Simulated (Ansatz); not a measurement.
## BGeH5Se, SMILES B[Se][GeH3]: a ladder of basis sets, step by step

Computed with Ansatz 0.2.0, Python API.

Notebook, run cell by cell (the value of a cell's last expression is shown):

```python
import warnings

import ansatz as az

warnings.simplefilter("ignore", az.DeckWarning)

geometry_ang = [
    ("B", (-0.9506, 0.9819, -1.0381)),
    ("Se", (0.8578, 0.3224, -1.3534)),
    ("Ge", (0.7692, -0.7799, 0.712)),
    ("H", (-1.8584, 0.4051, -1.4048)),
    ("H", (-1.1561, 2.0494, -0.5116)),
    ("H", (0.5908, 0.2728, 1.856)),
    ("H", (2.1678, -1.5264, 0.9558)),
    ("H", (-0.3284, -1.7824, 0.7282)),
]
geometry = az.Crystal.molecule()
for symbol, xyz in geometry_ang:
    geometry = geometry.atom(symbol, xyz)

calc = geometry.calculation().functional("pbe0")
```

```python
energies = {}
for basis in ["def2-SVP", "def2-SVPD", "def2-TZVP", "def2-TZVPP"]:
    report = calc.basis(gaussian=basis).run(threads=1, pin="off").report
    size = report["n_frozen"] + report["n_occupied"][0] + report["n_virtual"][0]
    energies[basis] = (report["reference_energy_ev"] / 27.211386246, report["free_energy_ev"] / 27.211386246)
    print(f"{basis:14s} {size:4d} orbitals  reference {energies[basis][0]:14.6f} Ha  total {energies[basis][1]:14.6f} Ha")
```

    def2-SVP        103 orbitals  reference   -4505.237693 Ha  total   -4505.237693 Ha
    def2-SVPD       139 orbitals  reference   -4505.242601 Ha  total   -4505.242601 Ha
    def2-TZVP       157 orbitals  reference   -4505.823500 Ha  total   -4505.823500 Ha
    def2-TZVPP      197 orbitals  reference   -4505.824603 Ha  total   -4505.824603 Ha

```python
last = energies["def2-TZVPP"][1]
for basis, (_, total) in energies.items():
    print(f"{basis:14s} lies {27.211386 * (total - last):9.4f} eV above def2-TZVPP")
```

    def2-SVP       lies   15.9706 eV above def2-TZVPP
    def2-SVPD      lies   15.8371 eV above def2-TZVPP
    def2-TZVP      lies    0.0300 eV above def2-TZVPP
    def2-TZVPP     lies    0.0000 eV above def2-TZVPP

Against def2-SVP: def2-SVPD -4.9 mHa, def2-TZVP -585.8 mHa and def2-TZVPP -586.9 mHa. The last step alone is -1.10 mHa (these two sets differ little on atoms other than hydrogen). From the first set to the last the time grows from 4.0 to 7.2 s.

The drop along the ladder measures the basis error, and is no property of the molecule. The geometry is a force-field or estimated start, not a minimum of this method, and the last set is no limit. Much of the fall in a total is atomic energy, which cancels in bond and reaction energies. Hardware and time: 24 s on 1 thread of Arm Neoverse V1, with other jobs on the host, peak memory 0.48 GiB.
